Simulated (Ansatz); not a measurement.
Wanted: the native input for an Ansatz 0.2.0 run.

- Task: band structure
- Functional: HSE06
- Potentials or basis: Ansatz PAW
- Cutoff: 420 eV (not typed: the program's choice for these potentials)
- k mesh: 4 × 4 × 4
- Occupations: fermi-dirac, width 0.05 eV
- Spin: no spin polarisation
- Path: [["G", "X", "M", "G", "R", "X"], ["M", "R"]]
- Points for each segment of the path: 4

The system is Sn3Se.

```
CELL_PARAMETERS angstrom
4.74188 0.00000 0.00000
0.00000 4.74188 0.00000
0.00000 0.00000 4.74188
ATOMIC_POSITIONS crystal
Sn 0.50000 0.50000 0.00000
Sn 0.50000 0.00000 0.50000
Sn 0.00000 0.50000 0.50000
Se 0.00000 0.00000 0.00000
```

The cell comes from a database or a generator and needn't be the stable form of this composition.

These files were run (other wordings do the same):

input

```
crystal:
  lattice:
    - [4.741879, 0.0, 0.0]
    - [0.0, 4.741879, 0.0]
    - [0.0, 0.0, 4.741879]
  atoms:
    - { symbol: Sn, position: [0.5, 0.5, 0.0] }
    - { symbol: Sn, position: [0.5, 0.0, 0.5] }
    - { symbol: Sn, position: [0.0, 0.5, 0.5] }
    - { symbol: Se, position: [0.0, 0.0, 0.0] }
hamiltonian:
  xc: hse06
  pseudopotentials: { kind: paw }
kpoints:
  mp_grid: { grid: [4, 4, 4] }
  band_path:
    path:
      - [[0.0, 0.0, 0.0], [0.0, 0.5, 0.0], [0.5, 0.5, 0.0], [0.0, 0.0, 0.0], [0.5, 0.5, 0.5], [0.0, 0.5, 0.0]]
      - [[0.5, 0.5, 0.0], [0.5, 0.5, 0.5]]
    npoints: 4
scf:
  occupations: { method: fermi_dirac, width: 0.05 }
  n_extra_bands: 10
output:
  forces: true
  stress: true
  eigenvalues: true
  fatbands: false
```

It gave:

```json
{"Pressure": "-1.1 GPa", "Band gap on the k mesh": "none (metal or under the smearing width)"}
```

Caveat: spin-orbit coupling is left out, which moves the levels of the heavy elements; the PAW data sets come from PBE, with cores solved anew for the run's functional, which leaves a small shift of forces and pressure; the thresholds are loose for stress.

Run time: 54 s on 1 × NVIDIA H100 80GB HBM3 with 2 threads of AMD EPYC 7R13 Processor (Zen 3), on a shared host, peak memory 2.6 GiB.
